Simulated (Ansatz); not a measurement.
# BaNi2P2: properties at the relaxed cell

An exercise on one series of results from a longer session: the logs are not shown, and one member is left open.

Computed with Ansatz 0.2.0 (DFT PBEsol, scalar-relativistic, plane waves, PAW, unless a step's input says otherwise).

1 further run of the same task is left out (set aside as unsound or not needed).

### The starting structure

The structure is tetragonal, space group I4/mmm (No. 139). Conventional cell: a = 3.858 Å, b = 3.858 Å, c = 11.859 Å, α = 90.00°, β = 90.00°, γ = 90.00°. Ba (site symmetry 4/mmm) is surrounded by 8 P at 3.30 Å and 8 Ni at 3.54 Å. Around Ni (site symmetry -4m2) lie 4 P at 2.22 Å. Around P (site symmetry 4mm) lie 4 Ni at 2.22 Å and 4 Ba at 3.30 Å.

Structure file:

```cif
data_structure
_symmetry_space_group_name_H-M 'P 1'
_symmetry_Int_Tables_number 1
_cell_length_a 6.5271
_cell_length_b 6.5271
_cell_length_c 6.5271
_cell_angle_alpha 145.621
_cell_angle_beta 145.621
_cell_angle_gamma 49.410
_cell_volume 88.25
loop_
_atom_site_label
_atom_site_type_symbol
_atom_site_fract_x
_atom_site_fract_y
_atom_site_fract_z
_atom_site_occupancy
Ba1 Ba 0.00000 0.00000 0.00000 1
Ni1 Ni 0.75000 0.25000 0.50000 1
Ni2 Ni 0.25000 0.75000 0.50000 1
P1 P 0.65682 0.65682 0.00000 1
P2 P 0.34318 0.34318 0.00000 1
```

It goes back to an entry of the Materials Project, which need not be the stable form.

It is the result of an earlier relaxation at this level (volume 17.65 Å³/atom; gap on the mesh: none (metal)).

The first run:

Contents of input.yaml:

```yaml
crystal:
  lattice:
    - [-1.9289501551, 1.9289501551, 5.9296523936]
    - [1.9289501551, -1.9289501551, 5.9296523936]
    - [1.9289501551, 1.9289501551, -5.9296523936]
  atoms:
    - { symbol: Ba, position: [0.0, 0.0, 0.0] }
    - { symbol: Ni, position: [0.75, 0.25, 0.5] }
    - { symbol: Ni, position: [0.25, 0.75, 0.5] }
    - { symbol: P, position: [0.6568188959, 0.6568188959, 0.0] }
    - { symbol: P, position: [0.3431811041, 0.3431811041, 0.0] }
basis:
  ecutwfc: 420
kpoints:
  mp_grid: { grid: [12, 12, 12] }
  band_path:
    path:
      - [[0.0, 0.0, 0.0], [0.0, 0.0, 0.5], [0.25, 0.25, 0.25], [0.0, 0.5, 0.0], [0.0, 0.0, 0.0], [0.5, 0.5, -0.5], [0.27645596, 0.72354404, -0.27645596]]
      - [[-0.27645596, 0.27645596, 0.27645596], [0.0, 0.0, 0.0]]
      - [[0.0, 0.0, 0.5], [-0.05291192, 0.05291192, 0.5]]
      - [[0.5, 0.5, -0.05291192], [0.5, 0.5, -0.5]]
    npoints: 14
hamiltonian:
  xc: pbesol
scf:
  occupations: { method: gaussian, width: 0.1 }
  n_extra_bands: 12
output:
  forces: true
  stress: true
  eigenvalues: true
  populations: true
  dos: { projected: true, de: 0.02, nscf_kmesh: { grid: [18, 18, 18] } }
  bader: true
  write_density: true
  write_potential: true
  elf: true
  volumetric_format: npy
```

The run is started by

```bash
> ansatz run input.yaml --threads 2 --pin off --max-ram 5120MiB --backend cpu --events-out ev --progress --plain --runs-dir out
```

Among the steps run: Electronic structure at the relaxed geometry; The cell scaled to 0.97 of its volume; Point at V/V0 = 1.03; The cell scaled to 0.94 of its volume; The cell scaled to 1.06 of its volume.

One table of the session follows, with a row left open; its other results are not shown here.

It belongs to the step «Energy against volume». 

| volume (Å³/atom) | energy above the lowest point (meV/atom) | pressure (GPa) |
| --- | --- | --- |
| 16.592 | 18.6 | 5.99 |
| 17.121 | ? | ? |
| 17.651 | 0.0 | 0.00 |
| 18.180 | 4.0 | -2.32 |
| 18.710 | 15.0 | -4.28 |

Estimate the missing values for volume (Å³/atom) = 17.121.

Worked estimate for «energy above the lowest point (meV/atom)». A straight line through the neighbours (16.592, 18.6) and (17.651, 0.0) gives 18.6 + (0.0 − 18.6) × (17.121 − 16.592) / (17.651 − 16.592) = 9.3; a parabola fitted to 3 rows on both sides gives 4.9.

As computed: energy above the lowest point (meV/atom): 4.4; pressure (GPa): 2.75. In «energy above the lowest point (meV/atom)» the line misses by +4.9 and the parabola by +0.5.

To keep in mind: The projections leave out shells that the potentials don't hold, such as empty d states. Spin polarisation is off in the runs that give these values; a magnetic solution could lie lower.
